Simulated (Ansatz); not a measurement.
# NbTe: equation of state with PBE

Crystal: NbTe.

```xyz
2
Lattice="3.4257 0.0000 0.0000 0.0000 3.4257 0.0000 0.0000 0.0000 3.4257" Properties=species:S:1:pos:R:3 pbc="T T T"
Nb    1.7128    1.7128    1.7128
Te    0.0000    0.0000    0.0000
```

The cell was built by a generator and needn't be a form met in nature.

```
Program             : Ansatz 0.2.0
Task                : equation of state
Functional          : PBE
Potentials or basis : PseudoDojo stringent
Cutoff              : 1450 eV
Density cutoff      : 5800 eV
k mesh              : 8 × 8 × 8
Occupations         : fermi-dirac, width 0.05 eV
Spin                : no spin polarisation
```

The equilibrium volume is 20.12 Å³/atom. The bulk modulus is 131 GPa. The pressure derivative of the bulk modulus is 4.7.

Energy against volume, from the lowest point:
```tsv
volume (Å³/atom)	energy (meV/atom)
18.895	34.55
19.297	15.02
19.699	3.80
20.101	0.00
20.503	2.83
20.905	11.59
21.307	25.62
```

All runs of the series together: 32 s on 2 threads of Arm Neoverse V1 (shared host).

Spin-orbit coupling is left out, which matters for the levels of Te.
